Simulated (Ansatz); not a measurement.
# GaH6NSSi: vertical ionisation energy

An exercise on one series of results from a longer session: the logs are not shown, and one member is left open.

Program: Ansatz 0.2.0, Gaussian basis. Level of theory: unrestricted cation, the program's frozen cores in correlated methods. These are calculated values, not measurements.

Levels to be run: UKS PBE-D4/def2-TZVPP; UKS r2SCAN-D4/def2-TZVPP; UKS PBE0-D4/def2-TZVPP; UKS B3LYP-D4/def2-TZVPP; UKS wB97X-V/def2-TZVPP; UKS wB97M-V/def2-TZVPP; UKS B2PLYP/def2-TZVPP; UHF-CCSD(T)/def2-TZVPP; UHF-MP2/def2-QZVPP; extrapolation to the limit; then −ε(HOMO) from the neutral's earlier runs with LDA (SPW92), PBE-D4, revPBE-D4, BLYP-D4, r2SCAN-D4, B97M-V, PBE0-D4, B3LYP-D4, r2SCANh-D4, r2SCAN0-D4, HSE06-D4, BHLYP-D4, CAM-B3LYP-D4, LC-ωPBE, ωB97X-V, ωB97M-V.

## The relaxed structure

An earlier PBE0-D4 in a triple-zeta def2 set relaxation fixed the geometry.

SMILES `N[SiH](S)[GaH2]`, 10 atoms, charge 0, spin multiplicity 1.

Atoms are counted from 1 here; the program's logs count them from 0.

Bond lengths: N1–Si2 1.702 Å, N1–H5 1.006 Å, N1–H6 1.007 Å, Si2–S3 2.277 Å, Si2–Ga4 2.347 Å, Si2–H7 1.484 Å, S3–H8 1.344 Å, Ga4–H9 1.562 Å, Ga4–H10 1.568 Å. Angles: Si2–N1–H5 121.4°, Si2–N1–H6 122.7°, H5–N1–H6 112.5°, N1–Si2–S3 115.9°, N1–Si2–Ga4 127.4°, N1–Si2–H7 108.2°, S3–Si2–Ga4 71.3°, S3–Si2–H7 99.6°, Ga4–Si2–H7 122.3°, Si2–S3–H8 93.9°, Si2–Ga4–H9 118.5°, Si2–Ga4–H10 117.4°, H9–Ga4–H10 123.9°.

The first run:

in.yaml

```yaml
crystal:
  periodic: [false, false, false]
  atoms:
    - {symbol: N, position_ang: [-1.490194, 0.502379, -1.136182]}
    - {symbol: Si, position_ang: [0.003178, -0.232850, -0.779179]}
    - {symbol: S, position_ang: [0.028022, -1.600841, 1.040404]}
    - {symbol: Ga, position_ang: [1.645924, 0.529916, 0.714153]}
    - {symbol: H, position_ang: [-1.792339, 1.334357, -0.658559]}
    - {symbol: H, position_ang: [-2.254100, 0.003737, -1.562519]}
    - {symbol: H, position_ang: [0.296812, -1.227312, -1.841465]}
    - {symbol: H, position_ang: [-0.722472, -0.774053, 1.787603]}
    - {symbol: H, position_ang: [3.101842, -0.016423, 0.564603]}
    - {symbol: H, position_ang: [1.183326, 1.481090, 1.871153]}
basis:
  gaussian: {orbitals: def2-TZVPP}
total_charge: 1
magnetization: {spin_polarized: true, initial_magnetization: 1}
hamiltonian: {xc: pbe, dispersion: d4}
```

The run is started by

```console
$ ansatz run in.yaml --threads 2 --pin off --events-out ev --progress --plain --max-ram 32768MiB --backend cpu
```

Steps of the session up to this table: Cation, UKS PBE-D4/def2-TZVPP; Cation, UKS r2SCAN-D4/def2-TZVPP; Cation, UKS PBE0-D4/def2-TZVPP; Cation, UKS B3LYP-D4/def2-TZVPP; Cation, UKS wB97X-V/def2-TZVPP; Cation, UKS wB97M-V/def2-TZVPP; Cation, UKS B2PLYP (frozen core)/def2-TZVPP; Cation, UHF-CCSD(T)/def2-TZVPP; Cation, UHF-MP2/def2-QZVPP.

One of the session's tables, all rows but one given; the rest of the session is left out.

For comparison, −ε(HOMO) of the neutral from earlier runs:

```
  functional  −ε(HOMO) (eV)
 LDA (SPW92)           5.81
      PBE-D4              ?
   revPBE-D4           5.64
     BLYP-D4           5.54
   r2SCAN-D4           5.91
      B97M-V           5.98
     PBE0-D4           6.71
    B3LYP-D4           6.52
  r2SCANh-D4           6.28
  r2SCAN0-D4           6.85
    HSE06-D4           6.32
    BHLYP-D4           7.62
CAM-B3LYP-D4           7.91
     LC-ωPBE           9.16
     ωB97X-V           8.86
     ωB97M-V           8.68
```

Estimate the missing values for PBE-D4.

As computed: −ε(HOMO) (eV): 5.69. In the column «−ε(HOMO) (eV)» it lies between revPBE-D4 (5.64) and LDA (SPW92) (5.81).
